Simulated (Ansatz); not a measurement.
**BGeHO+ (quartet): from Hartree-Fock to the top rungs, cc-pVDZ**

The task here is to estimate one member of a computed series from the others.

Method: cc-pVDZ, core rule «outside noble gas», up to 16 orbitals frozen; program: Ansatz 0.2.0, Gaussian basis.

Plan: UHF; CCSD(T) on ROHF; CCSD(T) on UHF; BCCD(T) on ROHF; CISD as a restricted active space (open shells left free, so some higher excitations enter); CCSDT(Q) on ROHF; CCSDT(Q) on UHF.

18 further runs of the same task are left out: 6 that didn't finish, 12 set aside as unsound or not needed. Runs told in other sessions of the task aren't counted.

**The geometry**

The geometry is a PBE0/def2-TZVP stationary point (not a proven minimum) of the parent state, kept for this charge and spin. No spin-orbit coupling is included. The filled d shell of Ge may be among the frozen orbitals whatever the setting's name suggests.

4 atoms, charge 1, spin multiplicity 4.

Atoms are counted from 1 here; the program's logs count them from 0.

Bond lengths: B1–Ge2 2.020 Å, Ge2–O3 1.643 Å, Ge2–H4 1.543 Å. Angles: B1–Ge2–O3 123.0°, B1–Ge2–H4 111.0°, O3–Ge2–H4 126.0°.

Coordinates:

| atom | x (Å) | y (Å) | z (Å) |
| --- | --- | --- | --- |
| B1 | 0.00000 | -0.77410 | 1.80243 |
| Ge2 | 0.00000 | 0.21266 | 0.03968 |
| O3 | 0.00000 | -0.55206 | -1.41453 |
| H4 | 0.00000 | 1.74012 | 0.26132 |

The first run:

Contents of in.yaml:

```yaml
crystal:
  periodic: [false, false, false]
  atoms:
    - {symbol: B, position_ang: [0.000000, -0.774100, 1.802429]}
    - {symbol: Ge, position_ang: [0.000000, 0.212658, 0.039677]}
    - {symbol: O, position_ang: [0.000000, -0.552059, -1.414527]}
    - {symbol: H, position_ang: [0.000000, 1.740121, 0.261323]}
basis:
  gaussian: {orbitals: cc-pVDZ}
total_charge: 1
magnetization: {spin_polarized: true, initial_magnetization: 3}
hamiltonian: {xc: hf}
output: {orbitals: {seedname: orbitals}}
```

Run with:

```
$ ansatz run in.yaml --threads 1 --pin off --events-out ev --progress --plain --max-ram 2393MiB
```

Among the steps run: UHF; CCSD(T) on ROHF; CCSD(T) on UHF; BCCD(T) on ROHF; CISD as a restricted active space (open shells left free, so some higher excitations enter); CCSDT(Q) on ROHF; CCSDT(Q) on UHF.

One table of the session follows, with a row left open; its other results are not shown here.

It belongs to the step «Misses and costs». 

```
   method  from UCCSDT(Q) (meV)
     ROHF               +7991.4
      UHF               +7828.6
     RMP2               +1332.4
     UMP2               +1323.3
    RCCSD                +304.6
    UCCSD                +300.1
 RCCSD(T)                 +76.3
 UCCSD(T)                 +75.5
  BCCD(T)                     ?
   RCCSDT                 +24.4
   UCCSDT                 +22.9
RCCSDT(Q)                  +4.5
UCCSDT(Q)                     0
```

Q: Estimate the row for BCCD(T) from the others.

As computed: from UCCSDT(Q) (meV): +74.0. In the column «from UCCSDT(Q) (meV)» it lies between RCCSDT (+24.4) and UCCSD(T) (+75.5).

Not comparable, so not listed: CISD as a restricted active space (open shells left free, so some higher excitations enter) (they don't share determinant, frozen orbitals or solution with the rows shown, or repeat one).

Caveats from the session: Restricted and unrestricted rows rest on different reference determinants; a gap between their highest levels can come from leftover correlation error, from unlike frozen cores or from another state.
